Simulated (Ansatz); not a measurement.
What does this script print? It uses the Python package of Ansatz (0.2.0).

Script `disp_ch7albno.py`:
```python
"""Size of D3 and D4 in CH7AlBNO."""

import ansatz as az

molecule = (
    az.Crystal.molecule()
    .atom("B", [-2.0607, 0.2085, 0.2551])
    .atom("N", [-0.6652, 0.7018, 0.0305])
    .atom("C", [0.1997, -0.4568, -0.0813])
    .atom("O", [0.3605, -1.146, 1.1472])
    .atom("Al", [2.0911, 0.1162, -0.6035])
    .atom("H", [-2.4133, -0.3098, 1.2263])
    .atom("H", [-2.9129, 0.5196, -0.5514])
    .atom("H", [-0.6066, 1.2241, -0.8929])
    .atom("H", [-0.1038, -1.1337, -0.8287])
    .atom("H", [0.5342, -0.4978, 1.8768])
    .atom("H", [2.7315, -0.4084, -1.9213])
    .atom("H", [2.9224, 1.1271, 0.3771])
)

job = molecule.calculation()
job = job.basis(gaussian="def2-SVP").accuracy("medium")
for name in ["r2scan", "b3lyp"]:
    for correction in ("d3bj", "d4"):
        summary = job.functional(name, dispersion=correction).run().report
        print(f"{name:8s} {correction:5s} total {summary['free_energy_ev']:.5f} eV, of which dispersion {1000 * summary['dispersion']['energy']['ev']:.2f} meV")
```

```console
$ python disp_ch7albno.py
DeckWarning: the engine holds no damping parameters fitted to this dispersion correction and functional, so the run takes those fitted to r2scan beside the three-body term, which d3bj leaves out (hamiltonian.dispersion, under Limitations)
r2scan   d3bj  total -11949.71624 eV, of which dispersion -65.28 meV
r2scan   d4    total -11949.70757 eV, of which dispersion -56.61 meV
b3lyp    d3bj  total -11954.82798 eV, of which dispersion -402.26 meV
b3lyp    d4    total -11954.79036 eV, of which dispersion -364.64 meV
```
(Warnings from the package without file and line.)

These settings explore the input space; basis and method may be short of convergence. The geometry is a force-field or estimated start, not a minimum of this method, and the basis set is short of its limit. D4 holds the three-body term, and d3bj doesn't. b3lyp holds the VWN-RPA fit, as in Gaussian; the form of ORCA and Turbomole is b3lyp5. A dispersion term here runs with damping parameters fitted for another variant or functional. Run time: 19 s on 1 thread of Arm Neoverse V2 (shared host), peak memory 0.28 GiB.
